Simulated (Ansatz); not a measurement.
**CH₄SZn: how energies converge with the basis set**

An exercise on one series of results from a longer session: the logs are not shown, and one member is left open.

Computed with Ansatz 0.2.0, Gaussian basis. Level: one geometry, several basis sets.

Plan: PBE0-D4/def2-SVP; ωB97M-V/def2-SVP; PBE0-D4/def2-QZVPP; ωB97M-V/def2-QZVPP; the functionals' def2-TZVPP values are taken from earlier runs.

### The relaxed structure

The geometry comes from an earlier relaxation with PBE0-D4 in a triple-zeta def2 set; it is a stationary point, not always the lowest conformer.

7 atoms, charge 0, spin multiplicity 1.

Atoms are counted from 1 here; the program's logs count them from 0.

Bond lengths: S1–C2 1.822 Å, S1–H4 1.343 Å, C2–Zn3 1.949 Å, C2–H5 1.090 Å, C2–H6 1.093 Å, Zn3–H7 1.538 Å. Angles: C2–S1–H4 99.0°, S1–C2–Zn3 108.1°, S1–C2–H5 110.5°, S1–C2–H6 104.3°, Zn3–C2–H5 116.7°, Zn3–C2–H6 109.2°, H5–C2–H6 107.2°, C2–Zn3–H7 176.6°.

Coordinates:

```xyz
7
CH4SZn
S    -1.5472    0.6585   -0.4296
C    -0.1267    0.3085    0.6558
Zn    1.2959   -0.4579   -0.4345
H    -1.6680   -0.5462   -1.0105
H    -0.4431   -0.2679    1.5256
H     0.1873    1.2918    1.0160
H     2.3630   -1.0547   -1.3684
```

The first run:

Contents of in.yaml:

```yaml
crystal:
  periodic: [false, false, false]
  atoms:
    - {symbol: S, position_ang: [-1.547159, 0.658456, -0.429627]}
    - {symbol: C, position_ang: [-0.126721, 0.308531, 0.655816]}
    - {symbol: Zn, position_ang: [1.295944, -0.457899, -0.434545]}
    - {symbol: H, position_ang: [-1.668036, -0.546190, -1.010473]}
    - {symbol: H, position_ang: [-0.443132, -0.267929, 1.525569]}
    - {symbol: H, position_ang: [0.187345, 1.291754, 1.015988]}
    - {symbol: H, position_ang: [2.362959, -1.054724, -1.368428]}
basis:
  gaussian: {orbitals: def2-SVP}
hamiltonian: {xc: pbe0, dispersion: d4}
output: {orbitals: {seedname: orbitals}}
```

Run with:

```bash
$ ansatz run in.yaml --threads 2 --pin off --events-out ev --progress --plain --max-ram 4352MiB
```

Steps of the session up to this table: PBE0-D4 in def2-SVP; ωB97M-V in def2-SVP; PBE0-D4 in def2-QZVPP; ωB97M-V in def2-QZVPP.

One of the session's tables, all rows but one given; the rest of the session is left out.

It belongs to the step «Functionals by basis». 

```
functional       basis  HOMO (eV)
   PBE0-D4    def2-SVP      -6.16
   PBE0-D4  def2-TZVPP      -6.38
   PBE0-D4  def2-QZVPP      -6.41
   ωB97M-V    def2-SVP          ?
   ωB97M-V  def2-TZVPP      -8.55
   ωB97M-V  def2-QZVPP      -8.58
```

Q: Estimate the row for ωB97M-V, def2-SVP from the others.

The run gave: HOMO (eV): -8.30. In the column «HOMO (eV)» it lies between ωB97M-V, def2-TZVPP (-8.55) and PBE0-D4, def2-QZVPP (-6.41).
